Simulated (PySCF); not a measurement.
# C6H6O4: the cost of one run

Programs: PySCF 2.14.0, with routines of our own; each step states its level. All values are computed. Atoms count from 0.

## (1) The starting structure

16 atoms, charge 0, multiplicity 1; geometry from: GFN2-xTB.

## (2) Magnetic properties: GIAO B3LYP/pcSseg-1

Job settings and geometry (Å):

```
{"job": {"kind": "mag", "xc": "B3LYP", "basis": "pcSseg-1", "isotopologues": 0}, "charge": 0, "multiplicity": 1}
O      2.860131     1.686145     0.343136
C      2.918112     0.525787     0.070010
O      1.916607    -0.329065    -0.098431
C      0.582100     0.017871     0.005650
C      0.093582     1.226099     0.283711
O     -1.250242     1.483594     0.309039
C     -2.160394     0.488841     0.384418
O     -3.326267     0.748780     0.308257
C     -1.605758    -0.902593     0.619283
C     -0.352212    -1.138702    -0.217057
H      3.856633    -0.032810    -0.084468
H      0.677044     2.114749     0.460215
H     -1.363383    -0.972335     1.684326
H     -2.385570    -1.629380     0.396710
H     -0.608176    -1.210052    -1.278613
H      0.140194    -2.067985     0.069888
```

Level: GIAO B3LYP/pcSseg-1 magnetisability, rotational g tensor and spin-rotation constants, non-relativistic, gas phase.

On the command line:

```bash
$ OMP_NUM_THREADS=1 python excited_run.py task.json out
```

The driver reads the jobs from task.json and runs them one after another.

Q: Estimate the wall time and peak memory of this first job on 1 thread of Arm Neoverse V1, shared host.

About 36 s, with a peak of 1 GiB.
